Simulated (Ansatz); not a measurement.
# Cl2F2H2MoO2: basis-set convergence

The task here is to estimate one member of a computed series from the others.

Computed with Ansatz 0.2.0, Gaussian basis. Level: one geometry, several basis sets.

The runs, in order: PBE0-D4/def2-SVP; ωB97M-V/def2-SVP; PBE0-D4/def2-QZVPP; ωB97M-V/def2-QZVPP; the functionals' def2-TZVPP values are taken from earlier runs.

1 further run of the same task is left out (for a known fault of the program). Runs told in other sessions of the task aren't counted.

### The geometry

The geometry comes from an earlier relaxation with PBE0-D4 in a triple-zeta def2 set; it is a stationary point, not always the lowest conformer. Mo takes the def2 core potential; no spin-orbit term is included.

9 atoms, charge 0, spin multiplicity 1.

Atoms are counted from 1 here; the program's logs count them from 0.

Bond lengths: O1–Mo2 1.845 Å, O1–H8 0.964 Å, Mo2–O3 1.825 Å, Mo2–F4 1.854 Å, Mo2–F5 1.843 Å, Mo2–Cl6 2.337 Å, Mo2–Cl7 2.280 Å, O3–H9 0.962 Å. Angles: Mo2–O1–H8 124.3°, O1–Mo2–O3 93.7°, O1–Mo2–F4 83.5°, O1–Mo2–F5 166.7°, O1–Mo2–Cl6 96.2°, O1–Mo2–Cl7 91.1°, O3–Mo2–F4 166.7°, O3–Mo2–F5 99.2°, O3–Mo2–Cl6 83.4°, O3–Mo2–Cl7 94.3°, F4–Mo2–F5 84.6°, F4–Mo2–Cl6 83.9°, F4–Mo2–Cl7 98.8°, F5–Mo2–Cl6 88.3°, F5–Mo2–Cl7 85.0°, Cl6–Mo2–Cl7 172.4°, Mo2–O3–H9 131.8°.

The first run:

in.yaml

```yaml
crystal:
  periodic: [false, false, false]
  atoms:
    - {symbol: O, position_ang: [-0.618773, -1.506062, -0.028751]}
    - {symbol: Mo, position_ang: [0.102702, 0.181604, -0.215230]}
    - {symbol: O, position_ang: [1.106967, 0.050362, 1.302725]}
    - {symbol: F, position_ang: [-1.238528, 0.386019, -1.478972]}
    - {symbol: F, position_ang: [0.659964, 1.839887, -0.794088]}
    - {symbol: Cl, position_ang: [-1.410597, 1.261538, 1.201038]}
    - {symbol: Cl, position_ang: [1.745638, -0.622637, -1.576377]}
    - {symbol: H, position_ang: [-1.273050, -1.885718, -0.626033]}
    - {symbol: H, position_ang: [0.925667, 0.294997, 2.215698]}
basis:
  gaussian: {orbitals: def2-SVP}
hamiltonian: {xc: pbe0, dispersion: d4}
output: {orbitals: {seedname: orbitals}}
```

The run is started by

```bash
ansatz run in.yaml --threads 4 --pin off --events-out ev --progress --plain --max-ram 11315MiB
```

Steps of the session up to this table: PBE0-D4 in def2-SVP; ωB97M-V in def2-SVP; PBE0-D4 in def2-QZVPP; ωB97M-V in def2-QZVPP.

One table of the session follows, with a row left open; its other results are not shown here.

It belongs to the step «Density functionals: the series». 

| functional | basis | HOMO (eV) | LUMO (eV) |
| --- | --- | --- | --- |
| PBE0-D4 | def2-SVP | -9.10 | -4.95 |
| PBE0-D4 | def2-TZVPP | -9.10 | -4.89 |
| PBE0-D4 | def2-QZVPP | -9.10 | -4.87 |
| ωB97M-V | def2-SVP | -11.32 | -2.94 |
| ωB97M-V | def2-TZVPP | -11.37 | -2.91 |
| ωB97M-V | def2-QZVPP | ? | ? |

Estimate the missing values for ωB97M-V, def2-QZVPP.

As computed: HOMO (eV): -11.38; LUMO (eV): -2.90. In the column «HOMO (eV)» it is the lowest.
